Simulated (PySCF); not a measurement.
# CH8GeSi: the cost of one run

Computed with PySCF 2.14.0, with density-fitted response routines of our own, on a single molecule in the gas phase. Atoms are numbered from 0 throughout.

## 1. Starting geometry

11 atoms, charge 0, multiplicity 1; geometry from: GFN2-xTB. The atoms were then displaced at random by about 0.01 Å, so the start is not that level's minimum.

Bonds of the start (Å): Si0–C1 1.90, C1–Ge2 1.98, Si0–H3 1.47, Si0–H4 1.49, Si0–H5 1.47, C1–H6 1.09, C1–H7 1.09, Ge2–H8 1.48, Ge2–H9 1.51, Ge2–H10 1.49.

## 2. Optimising the geometry at PBE0-D3(BJ)/def2-SVP

What the job is given:

```
{"job": {"xc": "PBE0", "basis": "def2-SVP", "d3": "d3bj", "grid": 1, "shake": 0.01, "kind": "geom"}, "charge": 0, "multiplicity": 1}
Si     1.517420     0.648350     0.009210
C      0.247870    -0.761060    -0.137100
Ge    -1.631820    -0.184840     0.064340
H      2.881570     0.134180    -0.170620
H      1.222830     1.657090    -1.050670
H      1.376130     1.304390     1.322150
H      0.483310    -1.512050     0.622160
H      0.379360    -1.240690    -1.108030
H     -2.009340     0.821310    -0.948950
H     -1.856870     0.447990     1.416580
H     -2.572350    -1.340490    -0.034750
```

The run is started by

```console
$ OMP_NUM_THREADS=1 python probes_run.py task.json out
```

The driver reads the jobs from task.json and runs them one after another.

Q: Estimate the wall time and peak memory of this first job on 1 thread of Arm Neoverse V1, shared host.

About 18 s, with a peak of 0.43 GiB.
